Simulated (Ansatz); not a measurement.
# ClH4NOZn: the cost of one run

Computed with Ansatz 0.2.0, Gaussian basis. Level: PBE0-D4/def2-SVP.

22 further runs of the same task are left out: 22 set aside as unsound or not needed. Runs told in other sessions of the task aren't counted.

## 1. Starting geometry

The first end: 8 atoms, charge 0, spin multiplicity 1.

Atoms are counted from 1 here; the program's logs count them from 0.

Bond lengths: Zn1–O2 1.815 Å, Zn1–Cl3 2.140 Å, Zn1–N5 2.133 Å, O2–H6 0.957 Å, H4–N5 1.015 Å, N5–H7 1.013 Å, N5–H8 1.013 Å. Angles: O2–Zn1–Cl3 155.3°, O2–Zn1–N5 93.8°, Cl3–Zn1–N5 110.9°, Zn1–O2–H6 116.6°, Zn1–N5–H4 103.1°, Zn1–N5–H7 114.1°, Zn1–N5–H8 114.0°, H4–N5–H7 108.9°, H4–N5–H8 108.8°, H7–N5–H8 107.7°.

Geometry (Å):

| atom | x (Å) | y (Å) | z (Å) |
| --- | --- | --- | --- |
| Zn1 | -0.2168 | -0.6439 | -0.7308 |
| O2 | 1.5976 | -0.6667 | -0.7533 |
| Cl3 | -2.1766 | -1.2096 | -1.3786 |
| H4 | 0.6547 | 0.9587 | 1.0674 |
| N5 | -0.3215 | 0.7645 | 0.8671 |
| H6 | 2.0104 | -1.2384 | -1.4008 |
| H7 | -0.7857 | 1.6315 | 0.6242 |
| H8 | -0.7620 | 0.4038 | 1.7050 |

The second end:

| atom | x (Å) | y (Å) | z (Å) |
| --- | --- | --- | --- |
| Zn1 | -0.8931 | -0.3649 | -0.3661 |
| O2 | 1.2917 | -0.7800 | -0.3686 |
| Cl3 | -1.8900 | -1.5256 | -1.8298 |
| H4 | 1.3485 | 0.0600 | 0.1285 |
| N5 | -0.3760 | 0.9124 | 0.8994 |
| H6 | 1.8757 | -0.7380 | -1.1297 |
| H7 | -0.8320 | 1.8117 | 0.8065 |
| H8 | -0.5248 | 0.6244 | 1.8599 |

## 2. The band at PBE0-D4/def2-SVP

neb/in.yaml reads:

```yaml
crystal:
  periodic: [false, false, false]
  atoms:
    - {symbol: Zn, position_ang: [-0.216837, -0.643865, -0.730833]}
    - {symbol: O, position_ang: [1.597568, -0.666718, -0.753301]}
    - {symbol: Cl, position_ang: [-2.176610, -1.209634, -1.378634]}
    - {symbol: H, position_ang: [0.654702, 0.958710, 1.067402]}
    - {symbol: N, position_ang: [-0.321481, 0.764508, 0.867067]}
    - {symbol: H, position_ang: [2.010395, -1.238360, -1.400835]}
    - {symbol: H, position_ang: [-0.785744, 1.631539, 0.624219]}
    - {symbol: H, position_ang: [-0.761992, 0.403820, 1.705016]}
basis:
  gaussian: {orbitals: def2-SVP}
hamiltonian: {xc: pbe0, dispersion: d4}
neb:
  images: 5
  climbing: true
  max_iterations: 40
  initial_path: idpp
  final_atoms:
    - {symbol: Zn, position_ang: [-0.893103, -0.364932, -0.366115]}
    - {symbol: O, position_ang: [1.291657, -0.780022, -0.368558]}
    - {symbol: Cl, position_ang: [-1.889956, -1.525568, -1.829811]}
    - {symbol: H, position_ang: [1.348475, 0.059966, 0.128465]}
    - {symbol: N, position_ang: [-0.376007, 0.912436, 0.899436]}
    - {symbol: H, position_ang: [1.875679, -0.737983, -1.129677]}
    - {symbol: H, position_ang: [-0.831995, 1.811670, 0.806464]}
    - {symbol: H, position_ang: [-0.524750, 0.624434, 1.859896]}
```

Launch:

```sh
$ ansatz run in.yaml --threads 8 --pin off --events-out ev --progress --plain --max-ram 19148MiB
```

**Question.** How long does this run take on 8 threads of Arm Neoverse V2, shared host?

About 51 s.
